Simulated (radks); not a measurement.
**Spin polarisation of the 4s shell in Ca⁺**

The task here is to estimate one member of a computed series from the others.

Program: radks (a radial shooting solver on a logarithmic mesh, Libxc functionals) version 1. Level of theory: scalar-relativistic Kohn-Sham, PBE, spin-polarised, spherical densities, point nucleus. These are calculated values, not measurements, unless marked.

## Starting point

| Item | Value |
| --- | --- |
| element | calcium (Z = 20) |
| charge | +1 |
| electrons | 19 |
| configuration | [Ar] 4s(up 0.5, down 0.5) |

A shell typed twice in an input gives spin up, then spin down.

Set-up of the first run:

Settings of this run:

```text
Z 20
configuration [Ar] 4s0.5 4s0.5
relativity scalar-relativistic
functional pbe,pbe
spin polarised
nucleus point
c 137.035999084
```

Among the steps run: No moment.

One of the session's tables, all rows but one given; the rest of the session is left out.

It belongs to the step «No moment». From the orbitals of this run (lengths in bohr):

| level | <r> | outermost maximum (interpolated) | 90 % within | nodes |
| --- | --- | --- | --- | --- |
| 1s | 0.07685 | 0.0503 | 0.137 | 0 |
| 2s | 0.3643 | 0.300 | 0.567 | 1 |
| 2p | ? | ? | ? | ? |
| 3s | 1.155 | 0.994 | 1.73 | 2 |
| 3p | 1.267 | 1.05 | 1.96 | 1 |
| 4s | 3.602 | 3.14 | 5.30 | 3 |

Q: Estimate the row for 2p from the others.

As computed: <r>: 0.3278; outermost maximum (interpolated): 0.247; 90 % within: 0.541; nodes: 0. In the column «<r>» it lies between 1s (0.07685) and 2s (0.3643).
